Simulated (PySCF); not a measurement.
# BeH−: magnetic properties, part 1 of 2

What do calculations give for the magnetic properties of BeH− (`[BeH-]`)?

Programs: PySCF 2.14.0, with routines of our own; each step states its level. All values are computed. Atoms count from 0.

### Step 1. The system as given

2 atoms, charge -1, multiplicity 1; geometry from: GFN2-xTB.

### Step 2. Optimising the geometry at PBE0-D3(BJ)/def2-SVP

The job: settings as JSON, then the geometry in Å.

```
{"job": {"xc": "PBE0", "basis": "def2-SVP", "d3": "d3bj", "grid": 1, "kind": "geom"}, "charge": -1, "multiplicity": 1}
Be     1.431620    -0.008500     0.003891
H     -1.428863     0.009768    -0.018040
```

The run is started by

```console
$ OMP_NUM_THREADS=1 python excited_run.py task.json out
```

One launch serves the whole session: the jobs run in the order shown.

Output:

```text
step   0  E = -15.15730920  max force = 0.016261
step   1  E = -15.16393811  max force = 0.018515
step   2  E = -15.16746488  max force = 0.019623
step   3  E = -15.17142511  max force = 0.020783
step   4  E = -15.17586254  max force = 0.021967
step   5  E = -15.18081103  max force = 0.023107
step   6  E = -15.18625838  max force = 0.024036
step   7  E = -15.19209317  max force = 0.024406
step   8  E = -15.19797365  max force = 0.023501
step   9  E = -15.20916318  max force = 0.004721
step  10  E = -15.20890954  max force = 0.005778
step  11  E = -15.20931503  max force = 0.000827
step  12  E = -15.20932484  max force = 0.000097
optimisation converged
```

Wall time 2 s (1 thread of Arm Neoverse N1, shared host); peak memory 0.22 GiB.

Along the way: (the energy doesn't fall at every step)

```
step  energy from step 0 (eV)  largest force component (eV/Å)
   0                   0.0000                          0.8362
   1                  -0.1804                          0.9521
   2                  -0.2764                          1.0091
   3                  -0.3841                          1.0687
   4                  -0.5049                          1.1296
   5                  -0.6395                          1.1882
   6                  -0.7877                          1.2360
   7                  -0.9465                          1.2550
   8                  -1.1065                          1.2085
   9                  -1.4110                          0.2428
  10                  -1.4041                          0.2971
  11                  -1.4152                          0.0425
  12                  -1.4154                          0.0050
```

The bond:

```
  bond  before (Å)  after (Å)  change (Å)
Be0–H1       2.861      1.465      -1.396
```

Final coordinates:

```
Be   -0.4870    0.3494   -0.4267
H     0.4898   -0.3481    0.4126
```

```
                         at the end point         value
  point group (found at 0.08 Å tolerance)           C∞v
rotational constants (GHz, main isotopes)  259.9, 259.9
```

### Step 3. Magnetic properties: GIAO B3LYP/aug-pcSseg-1

The job: settings as JSON, then the geometry in Å.

```
{"job": {"kind": "mag", "xc": "B3LYP", "basis": "aug-pcSseg-1", "isotopologues": 0}, "charge": -1, "multiplicity": 1}
Be    -0.438312     0.314430    -0.384051
H      0.440780    -0.313285     0.371316
```

With the program's defaults for keys left out, this is: GIAO B3LYP/aug-pcSseg-1 magnetisability, rotational g tensor and spin-rotation constants, non-relativistic, gas phase.

Output:

```text
coarse grid: 1688 points
cycle   1  E = -15.2353837174  dE = -3.144e-02  |g| = 1.930e-01  |ddm| = 1.628e+00
cycle   2  E = -15.2176557230  dE =  1.773e-02  |g| = 2.208e-01  |ddm| = 1.451e+01
cycle   3  E = -15.2787594000  dE = -6.110e-02  |g| = 3.223e-02  |ddm| = 1.139e+01
cycle   4  E = -15.2799418190  dE = -1.182e-03  |g| = 6.316e-03  |ddm| = 9.300e-01
cycle   5  E = -15.2799597617  dE = -1.794e-05  |g| = 7.542e-04  |ddm| = 3.146e-02
cycle   6  E = -15.2799602671  dE = -5.054e-07  |g| = 4.511e-05  |ddm| = 1.978e-02
final grid: 16400 points
cycle   7  E = -15.2761464336  dE = -7.358e-06  |g| = 1.070e-03  |ddm| = 1.041e-01
cycle   8  E = -15.2761465516  dE = -1.181e-07  |g| = 9.930e-04  |ddm| = 6.119e-02
cycle   9  E = -15.2761475441  dE = -9.925e-07  |g| = 1.459e-04  |ddm| = 2.702e-02
cycle  10  E = -15.2761475775  dE = -3.345e-08  |g| = 2.834e-05  |ddm| = 7.739e-03
cycle  11  E = -15.2761475799  dE = -2.379e-09  |g| = 3.485e-06  |ddm| = 2.709e-03
cycle  12  E = -15.2761475799  dE = -4.031e-11  |g| = 1.003e-06  |ddm| = 4.070e-04
converged SCF energy = -15.2761475799

Magnetisability tensor (1e-30 J/T^2)
     -177.38      267.15     -321.46
      267.15        5.99      229.54
     -321.46      229.54      -79.49
isotropic -83.62   principal values    -644.35    196.73    196.75
isotropic susceptibility -5.036 1e-6 cm^3/mol

Inertial axes            a          b          c
rot. const./GHz           -   320.8989   320.8989
chi total           -38.804     11.848     11.848
chi diamagnetic     -38.804    -52.164    -52.164
chi paramagnetic      0.000     64.012     64.012
quadrupole/D A       -8.038      4.019      4.019
g nuclear                 -     0.9439     0.9439
g electronic              -    -9.6503    -9.6503
g total                   -    -8.7064    -8.7064

Spin-rotation constants (kHz, H = +C I.J)
atom  isotope        aa         bb         cc
  0    9Be            -    -61.411    -61.411
  1     1H            -      1.289      1.289
```

Wall time 0.66 s (1 thread of Arm Neoverse N1, shared host); peak memory 0.24 GiB.

All coordinates were scaled by 0.9, so these values belong to a distorted geometry and are kept out of the summary.

### Step 4. Magnetic properties: GIAO B3LYP/aug-pcSseg-1

The job: settings as JSON, then the geometry in Å.

```
{"job": {"kind": "mag", "xc": "B3LYP", "basis": "aug-pcSseg-1", "isotopologues": 0}, "charge": -1, "multiplicity": 1}
Be    -0.457792     0.328405    -0.401120
H      0.460370    -0.327208     0.387819
```

With the program's defaults for keys left out, this is: GIAO B3LYP/aug-pcSseg-1 magnetisability, rotational g tensor and spin-rotation constants, non-relativistic, gas phase.

Output:

```text
coarse grid: 1688 points
cycle   1  E = -15.2399611645  dE = -4.306e-02  |g| = 1.870e-01  |ddm| = 1.596e+00
cycle   2  E = -15.2290330234  dE =  1.093e-02  |g| = 2.073e-01  |ddm| = 1.251e+01
cycle   3  E = -15.2811054902  dE = -5.207e-02  |g| = 2.972e-02  |ddm| = 9.515e+00
cycle   4  E = -15.2820897354  dE = -9.842e-04  |g| = 6.123e-03  |ddm| = 8.029e-01
cycle   5  E = -15.2821076692  dE = -1.793e-05  |g| = 8.620e-04  |ddm| = 3.248e-02
cycle   6  E = -15.2821083259  dE = -6.568e-07  |g| = 5.899e-05  |ddm| = 1.822e-02
final grid: 16400 points
cycle   7  E = -15.2776640377  dE = -5.063e-06  |g| = 9.165e-04  |ddm| = 8.441e-02
cycle   8  E = -15.2776642023  dE = -1.646e-07  |g| = 8.870e-04  |ddm| = 5.397e-02
cycle   9  E = -15.2776650286  dE = -8.263e-07  |g| = 1.088e-04  |ddm| = 2.211e-02
cycle  10  E = -15.2776650506  dE = -2.206e-08  |g| = 2.251e-05  |ddm| = 6.409e-03
cycle  11  E = -15.2776650521  dE = -1.426e-09  |g| = 4.147e-06  |ddm| = 1.683e-03
cycle  12  E = -15.2776650521  dE = -6.677e-11  |g| = 6.974e-07  |ddm| = 4.645e-04
converged SCF energy = -15.2776650521

Magnetisability tensor (1e-30 J/T^2)
     -163.65      265.47     -319.49
      265.47       18.54      228.10
     -319.49      228.10      -66.36
isotropic -70.49   principal values    -627.73    208.09    208.16
isotropic susceptibility -4.245 1e-6 cm^3/mol

Inertial axes            a          b          c
rot. const./GHz           -   294.1697   294.1697
chi total           -37.803     12.534     12.534
chi diamagnetic     -37.803    -52.247    -52.247
chi paramagnetic      0.000     64.781     64.781
quadrupole/D A       -8.620      4.310      4.310
g nuclear                 -     0.9439     0.9439
g electronic              -    -8.9527    -8.9527
g total                   -    -8.0088    -8.0088

Spin-rotation constants (kHz, H = +C I.J)
atom  isotope        aa         bb         cc
  0    9Be            -    -54.224    -54.224
  1     1H            -      2.763      2.763
```

Wall time 0.4 s (1 thread of Arm Neoverse N1, shared host); peak memory 0.25 GiB.

All coordinates were scaled by 0.94, so these values belong to a distorted geometry and are kept out of the summary.

### Step 5. Magnetic properties: GIAO B3LYP/aug-pcSseg-1

The job: settings as JSON, then the geometry in Å.

```
{"job": {"kind": "mag", "xc": "B3LYP", "basis": "aug-pcSseg-1", "isotopologues": 0}, "charge": -1, "multiplicity": 1}
Be    -0.472403     0.338886    -0.413921
H      0.475062    -0.337651     0.400196
```

With the program's defaults for keys left out, this is: GIAO B3LYP/aug-pcSseg-1 magnetisability, rotational g tensor and spin-rotation constants, non-relativistic, gas phase.

Output:

```text
coarse grid: 1688 points
cycle   1  E = -15.2422901763  dE = -5.074e-02  |g| = 1.831e-01  |ddm| = 1.571e+00
cycle   2  E = -15.2360490935  dE =  6.241e-03  |g| = 1.969e-01  |ddm| = 1.115e+01
cycle   3  E = -15.2818849070  dE = -4.584e-02  |g| = 2.813e-02  |ddm| = 8.259e+00
cycle   4  E = -15.2827513571  dE = -8.665e-04  |g| = 6.026e-03  |ddm| = 7.194e-01
cycle   5  E = -15.2827695622  dE = -1.821e-05  |g| = 9.182e-04  |ddm| = 3.287e-02
cycle   6  E = -15.2827703078  dE = -7.456e-07  |g| = 6.318e-05  |ddm| = 1.716e-02
final grid: 16400 points
cycle   7  E = -15.2778808869  dE = -4.825e-06  |g| = 9.711e-04  |ddm| = 7.185e-02
cycle   8  E = -15.2778811240  dE = -2.372e-07  |g| = 9.045e-04  |ddm| = 5.157e-02
cycle   9  E = -15.2778819775  dE = -8.535e-07  |g| = 1.263e-04  |ddm| = 2.149e-02
cycle  10  E = -15.2778819974  dE = -1.989e-08  |g| = 2.640e-05  |ddm| = 4.604e-03
cycle  11  E = -15.2778820005  dE = -3.176e-09  |g| = 3.051e-06  |ddm| = 2.605e-03
cycle  12  E = -15.2778820006  dE = -5.308e-11  |g| = 3.623e-07  |ddm| = 4.003e-04
converged SCF energy = -15.2778820006

Magnetisability tensor (1e-30 J/T^2)
     -155.32      263.30     -316.85
      263.30       25.47      226.29
     -316.85      226.29      -58.79
isotropic -62.88   principal values    -615.59    213.42    213.52
isotropic susceptibility -3.787 1e-6 cm^3/mol

Inertial axes            a          b          c
rot. const./GHz           -   276.2552   276.2552
chi total           -37.071     12.856     12.856
chi diamagnetic     -37.071    -52.348    -52.348
chi paramagnetic      0.000     65.204     65.204
quadrupole/D A       -9.061      4.531      4.531
g nuclear                 -     0.9439     0.9439
g electronic              -    -8.4623    -8.4623
g total                   -    -7.5184    -7.5184

Spin-rotation constants (kHz, H = +C I.J)
atom  isotope        aa         bb         cc
  0    9Be            -    -49.433    -49.433
  1     1H            -      3.521      3.521
```

Run time: 0.4 s. Hardware: 1 thread of Arm Neoverse N1, shared host; peak memory 0.25 GiB.

All coordinates were scaled by 0.97, so these values belong to a distorted geometry and are kept out of the summary.

### Step 6. Magnetic properties: GIAO B3LYP/aug-pcSseg-1

The job: settings as JSON, then the geometry in Å.

```
{"job": {"kind": "mag", "xc": "B3LYP", "basis": "aug-pcSseg-1", "isotopologues": 0}, "charge": -1, "multiplicity": 1}
Be    -0.482143     0.345873    -0.422456
H      0.484857    -0.344613     0.408447
```

Method: GIAO B3LYP/aug-pcSseg-1 magnetisability, rotational g tensor and spin-rotation constants, non-relativistic, gas phase.

Output:

```text
coarse grid: 1688 points
cycle   1  E = -15.2433314363  dE = -5.539e-02  |g| = 1.807e-01  |ddm| = 1.553e+00
cycle   2  E = -15.2399822490  dE =  3.349e-03  |g| = 1.900e-01  |ddm| = 1.032e+01
cycle   3  E = -15.2819534100  dE = -4.197e-02  |g| = 2.715e-02  |ddm| = 7.494e+00
cycle   4  E = -15.2827520362  dE = -7.986e-04  |g| = 5.983e-03  |ddm| = 6.690e-01
cycle   5  E = -15.2827705568  dE = -1.852e-05  |g| = 9.460e-04  |ddm| = 3.293e-02
cycle   6  E = -15.2827713499  dE = -7.931e-07  |g| = 6.375e-05  |ddm| = 1.640e-02
final grid: 16400 points
cycle   7  E = -15.2776714752  dE = -5.264e-06  |g| = 1.021e-03  |ddm| = 6.450e-02
cycle   8  E = -15.2776717464  dE = -2.712e-07  |g| = 9.288e-04  |ddm| = 5.008e-02
cycle   9  E = -15.2776726378  dE = -8.913e-07  |g| = 1.325e-04  |ddm| = 2.129e-02
cycle  10  E = -15.2776726567  dE = -1.890e-08  |g| = 2.535e-05  |ddm| = 3.996e-03
cycle  11  E = -15.2776726599  dE = -3.229e-09  |g| = 2.863e-06  |ddm| = 2.537e-03
cycle  12  E = -15.2776726599  dE = -4.343e-11  |g| = 2.910e-07  |ddm| = 3.281e-04
converged SCF energy = -15.2776726599

Magnetisability tensor (1e-30 J/T^2)
     -150.63      261.48     -314.62
      261.48       28.89      224.69
     -314.62      224.69      -54.81
isotropic -58.85   principal values    -607.68    215.53    215.60
isotropic susceptibility -3.544 1e-6 cm^3/mol

Inertial axes            a          b          c
rot. const./GHz           -   265.2063   265.2063
chi total           -36.596     12.982     12.982
chi diamagnetic     -36.596    -52.436    -52.436
chi paramagnetic      0.000     65.417     65.417
quadrupole/D A       -9.357      4.678      4.678
g nuclear                 -     0.9439     0.9439
g electronic              -    -8.1505    -8.1505
g total                   -    -7.2066    -7.2066

Spin-rotation constants (kHz, H = +C I.J)
atom  isotope        aa         bb         cc
  0    9Be            -    -46.494    -46.494
  1     1H            -      3.891      3.891
```

It took 0.4 s on 1 thread of Arm Neoverse N1, shared host; peak memory 0.25 GiB.

All coordinates were scaled by 0.99, so these values belong to a distorted geometry and are kept out of the summary.

### Step 7. Magnetic properties: GIAO B3LYP/aug-pcSseg-1

The job: settings as JSON, then the geometry in Å.

```
{"job": {"kind": "mag", "xc": "B3LYP", "basis": "aug-pcSseg-1", "isotopologues": 0}, "charge": -1, "multiplicity": 1}
Be    -0.491883     0.352861    -0.430990
H      0.494653    -0.351575     0.416699
```

With the program's defaults for keys left out, this is: GIAO B3LYP/aug-pcSseg-1 magnetisability, rotational g tensor and spin-rotation constants, non-relativistic, gas phase.

Output:

```text
coarse grid: 1688 points
cycle   1  E = -15.2439941332  dE = -5.968e-02  |g| = 1.785e-01  |ddm| = 1.536e+00
cycle   2  E = -15.2433204684  dE =  6.737e-04  |g| = 1.831e-01  |ddm| = 9.539e+00
cycle   3  E = -15.2816833479  dE = -3.836e-02  |g| = 2.623e-02  |ddm| = 6.788e+00
cycle   4  E = -15.2824206803  dE = -7.373e-04  |g| = 5.956e-03  |ddm| = 6.219e-01
cycle   5  E = -15.2824396292  dE = -1.895e-05  |g| = 9.651e-04  |ddm| = 3.274e-02
cycle   6  E = -15.2824404583  dE = -8.291e-07  |g| = 6.295e-05  |ddm| = 1.566e-02
final grid: 16400 points
cycle   7  E = -15.2772237021  dE = -5.718e-06  |g| = 1.045e-03  |ddm| = 5.780e-02
cycle   8  E = -15.2772239836  dE = -2.815e-07  |g| = 9.447e-04  |ddm| = 4.850e-02
cycle   9  E = -15.2772249006  dE = -9.169e-07  |g| = 1.279e-04  |ddm| = 2.070e-02
cycle  10  E = -15.2772249174  dE = -1.683e-08  |g| = 2.407e-05  |ddm| = 3.533e-03
cycle  11  E = -15.2772249203  dE = -2.902e-09  |g| = 2.988e-06  |ddm| = 2.275e-03
cycle  12  E = -15.2772249204  dE = -3.615e-11  |g| = 4.329e-07  |ddm| = 2.505e-04
converged SCF energy = -15.2772249204

Magnetisability tensor (1e-30 J/T^2)
     -146.67      259.31     -312.05
      259.31       31.30      222.80
     -312.05      222.80      -51.66
isotropic -55.68   principal values    -599.97    216.46    216.48
isotropic susceptibility -3.353 1e-6 cm^3/mol

Inertial axes            a          b          c
rot. const./GHz           -   254.8067   254.8067
chi total           -36.131     13.036     13.036
chi diamagnetic     -36.131    -52.541    -52.541
chi paramagnetic      0.000     65.577     65.577
quadrupole/D A       -9.652      4.826      4.826
g nuclear                 -     0.9439     0.9439
g electronic              -    -7.8500    -7.8500
g total                   -    -6.9061    -6.9061

Spin-rotation constants (kHz, H = +C I.J)
atom  isotope        aa         bb         cc
  0    9Be            -    -43.741    -43.741
  1     1H            -      4.168      4.168
```

Wall time 0.39 s (1 thread of Arm Neoverse N1, shared host); peak memory 0.25 GiB.

All coordinates were scaled by 1.01, so these values belong to a distorted geometry and are kept out of the summary.

### Step 8. Magnetic properties: GIAO B3LYP/aug-pcSseg-1

The job: settings as JSON, then the geometry in Å.

```
{"job": {"kind": "mag", "xc": "B3LYP", "basis": "aug-pcSseg-1", "isotopologues": 0}, "charge": -1, "multiplicity": 1}
Be    -0.501623     0.359848    -0.439525
H      0.504448    -0.358537     0.424950
```

With the program's defaults for keys left out, this is: GIAO B3LYP/aug-pcSseg-1 magnetisability, rotational g tensor and spin-rotation constants, non-relativistic, gas phase.

Output:

```text
coarse grid: 1688 points
cycle   1  E = -15.2442988314  dE = -6.362e-02  |g| = 1.765e-01  |ddm| = 1.518e+00
cycle   2  E = -15.2460952396  dE = -1.796e-03  |g| = 1.763e-01  |ddm| = 8.815e+00
cycle   3  E = -15.2811063002  dE = -3.501e-02  |g| = 2.533e-02  |ddm| = 6.136e+00
cycle   4  E = -15.2817869981  dE = -6.807e-04  |g| = 5.950e-03  |ddm| = 5.782e-01
cycle   5  E = -15.2818065146  dE = -1.952e-05  |g| = 9.784e-04  |ddm| = 3.237e-02
cycle   6  E = -15.2818073721  dE = -8.575e-07  |g| = 6.147e-05  |ddm| = 1.493e-02
final grid: 16400 points
cycle   7  E = -15.2765713773  dE = -5.784e-06  |g| = 1.034e-03  |ddm| = 5.141e-02
cycle   8  E = -15.2765716399  dE = -2.626e-07  |g| = 9.445e-04  |ddm| = 4.628e-02
cycle   9  E = -15.2765725533  dE = -9.134e-07  |g| = 1.128e-04  |ddm| = 1.959e-02
cycle  10  E = -15.2765725670  dE = -1.368e-08  |g| = 2.262e-05  |ddm| = 3.108e-03
cycle  11  E = -15.2765725695  dE = -2.472e-09  |g| = 3.370e-06  |ddm| = 1.978e-03
cycle  12  E = -15.2765725695  dE = -3.356e-11  |g| = 4.862e-07  |ddm| = 2.100e-04
converged SCF energy = -15.2765725695

Magnetisability tensor (1e-30 J/T^2)
     -143.38      256.89     -309.15
      256.89       32.92      220.71
     -309.15      220.71      -49.25
isotropic -53.24   principal values    -592.45    216.34    216.40
isotropic susceptibility -3.206 1e-6 cm^3/mol

Inertial axes            a          b          c
rot. const./GHz           -   245.0075   245.0075
chi total           -35.678     13.030     13.030
chi diamagnetic     -35.678    -52.664    -52.664
chi paramagnetic      0.000     65.694     65.694
quadrupole/D A       -9.947      4.974      4.974
g nuclear                 -     0.9439     0.9439
g electronic              -    -7.5617    -7.5617
g total                   -    -6.6178    -6.6178

Spin-rotation constants (kHz, H = +C I.J)
atom  isotope        aa         bb         cc
  0    9Be            -    -41.162    -41.162
  1     1H            -      4.367      4.367
```

Run time: 0.4 s. Hardware: 1 thread of Arm Neoverse N1, shared host; peak memory 0.25 GiB.

All coordinates were scaled by 1.03, so these values belong to a distorted geometry and are kept out of the summary.

### Step 9. Magnetic properties: GIAO B3LYP/aug-pcSseg-1

The job: settings as JSON, then the geometry in Å.

```
{"job": {"kind": "mag", "xc": "B3LYP", "basis": "aug-pcSseg-1", "isotopologues": 0}, "charge": -1, "multiplicity": 1}
Be    -0.516234     0.370329    -0.452326
H      0.519140    -0.368980     0.437327
```

Level: GIAO B3LYP/aug-pcSseg-1 magnetisability, rotational g tensor and spin-rotation constants, non-relativistic, gas phase.

Output:

```text
coarse grid: 1688 points
cycle   1  E = -15.2441724073  dE = -6.890e-02  |g| = 1.738e-01  |ddm| = 1.490e+00
cycle   2  E = -15.2492769361  dE = -5.105e-03  |g| = 1.664e-01  |ddm| = 7.828e+00
cycle   3  E = -15.2797557844  dE = -3.048e-02  |g| = 2.394e-02  |ddm| = 5.259e+00
cycle   4  E = -15.2803569715  dE = -6.012e-04  |g| = 5.981e-03  |ddm| = 5.182e-01
cycle   5  E = -15.2803776607  dE = -2.069e-05  |g| = 9.869e-04  |ddm| = 3.147e-02
cycle   6  E = -15.2803785447  dE = -8.840e-07  |g| = 5.848e-05  |ddm| = 1.387e-02
final grid: 16400 points
cycle   7  E = -15.2752743972  dE = -4.991e-06  |g| = 9.769e-04  |ddm| = 4.275e-02
cycle   8  E = -15.2752746051  dE = -2.079e-07  |g| = 9.163e-04  |ddm| = 4.152e-02
cycle   9  E = -15.2752754557  dE = -8.506e-07  |g| = 7.933e-05  |ddm| = 1.724e-02
cycle  10  E = -15.2752754647  dE = -9.000e-09  |g| = 1.955e-05  |ddm| = 2.575e-03
cycle  11  E = -15.2752754663  dE = -1.528e-09  |g| = 3.987e-06  |ddm| = 1.369e-03
cycle  12  E = -15.2752754663  dE = -3.053e-11  |g| = 4.060e-07  |ddm| = 1.689e-04
converged SCF energy = -15.2752754663

Magnetisability tensor (1e-30 J/T^2)
     -139.65      252.79     -304.21
      252.79       33.84      217.21
     -304.21      217.21      -47.01
isotropic -50.94   principal values    -581.55    214.34    214.39
isotropic susceptibility -3.068 1e-6 cm^3/mol

Inertial axes            a          b          c
rot. const./GHz           -   231.3355   231.3355
chi total           -35.022     12.909     12.909
chi diamagnetic     -35.022    -52.885    -52.885
chi paramagnetic      0.000     65.795     65.795
quadrupole/D A      -10.392      5.196      5.196
g nuclear                 -     0.9439     0.9439
g electronic              -    -7.1506    -7.1506
g total                   -    -6.2067    -6.2067

Spin-rotation constants (kHz, H = +C I.J)
atom  isotope        aa         bb         cc
  0    9Be            -    -37.594    -37.594
  1     1H            -      4.541      4.541
```

Run time: 0.39 s. Hardware: 1 thread of Arm Neoverse N1, shared host; peak memory 0.25 GiB.

All coordinates were scaled by 1.06, so these values belong to a distorted geometry and are kept out of the summary.

(Continued in part 2 of 2.)
